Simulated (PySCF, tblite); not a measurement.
**C4H12NPSi: geometry, infrared bands and NMR shifts**

Wanted: the infrared bands and NMR shifts of C4H12NPSi (`C=CCN(C)[SiH2]P`), by calculation.

Computed with tblite 0.8.0 and PySCF 2.14.0, with density-fitted response routines of our own, on a single molecule in the gas phase. Atoms count from 0, in the outputs and in this text.

### Step 1. The starting structure

19 atoms, charge 0, multiplicity 1; geometry from: force field or distance geometry start.

Bonds of the start (Å): C0–C1 1.32, C1–C2 1.54, C2–N3 1.42, N3–C4 1.40, N3–Si5 1.72, Si5–P6 2.22, C0–H7 1.10, C0–H8 1.07, C1–H9 1.06, C2–H10 1.14, C2–H11 1.08, C4–H12 1.12, C4–H13 1.13, C4–H14 1.12, Si5–H15 1.50, Si5–H16 1.47, P6–H17 1.43, P6–H18 1.46.

### Step 2. Optimising the geometry with GFN2-xTB

The job: settings as JSON, then the geometry in Å.

```
{"job": {"kind": "relax", "xc": "GFN2-xTB", "basis": "xTB"}, "charge": 0, "multiplicity": 1}
C     -1.795700     2.010700     0.649000
C     -1.769800     0.827400     0.056700
C     -0.919800    -0.244000     0.767100
N      0.018700    -0.633600    -0.225100
C     -0.588900    -1.397000    -1.228000
Si     1.665300    -0.873200     0.227400
P      2.839300     1.006500     0.324600
H     -1.237500     2.157800     1.591000
H     -2.331400     2.860800     0.282900
H     -2.296900     0.616700    -0.839500
H     -1.682500    -1.053500     1.023000
H     -0.453500     0.110700     1.678600
H     -1.381700    -2.106000    -0.871200
H      0.168900    -2.048900    -1.753600
H     -0.962900    -0.712200    -2.030400
H      1.818000    -1.503500     1.582100
H      2.338900    -1.730600    -0.752400
H      2.328200     2.037200    -0.530300
H      4.233600     0.683800     0.040700
```

On the command line:

```console
> OMP_NUM_THREADS=1 python probes_run.py task.json out
```

This one command runs all jobs of the session in turn.

**Question.** This job is followed by: GFN2-xTB harmonic vibrations, gas phase; GIAO PBE0/pcSseg-1 NMR shielding, non-relativistic, gas phase. What will the session give for the following? strongest single infrared mode (GFN2-xTB); zero-point energy (GFN2-xTB); ¹³C shifts against TMS (PBE0/pcSseg-1); ¹H shifts against TMS (PBE0/pcSseg-1, means over atoms taken as alike); ¹⁵N shifts against NH3 (PBE0/pcSseg-1); ²⁹Si shifts against TMS (PBE0/pcSseg-1); ³¹P shifts against H3PO4 (PBE0/pcSseg-1).

As calculated:

```
                                                              quantity                                         value
                             strongest single infrared mode (GFN2-xTB)                         2105 cm⁻¹, 287 km/mol
                                          zero-point energy (GFN2-xTB)                                 92.2 kcal/mol
                                ¹³C shifts against TMS (PBE0/pcSseg-1)                  142.6, 122.6, 59.9, 40.0 ppm
¹H shifts against TMS (PBE0/pcSseg-1, means over atoms taken as alike)  6.47, 5.34, 5.26, 5.17, 3.55, 2.79, 1.04 ppm
                                ¹⁵N shifts against NH3 (PBE0/pcSseg-1)                                      25.9 ppm
                               ²⁹Si shifts against TMS (PBE0/pcSseg-1)                                     -31.0 ppm
                              ³¹P shifts against H3PO4 (PBE0/pcSseg-1)                                    -300.3 ppm
```

Relaxing lowered the energy by 1.334 eV in 191 steps; the close pair that moved most is P6–H18, from 1.459 to 1.380 Å. All 51 modes are real, so the xTB geometry is a minimum. The strongest single mode, at 2105 cm⁻¹, moves mainly H16. GFN2-xTB is a fitted tight-binding method: band positions and strengths are rough. Its intensities can rank the bands wrongly. The most deshielded carbon is C1 (alkene CH), at 142.6 ppm: the olefinic region. The most deshielded hydrogen is H9 (hydrogen on an alkene CH), at 6.47 ppm: a vinylic proton, deshielded by the sp2 carbon and the C=C anisotropy. At PBE0/pcSseg-1: The widest tensor belongs to C1: span 253 ppm, with a paramagnetic part of -215 ppm.
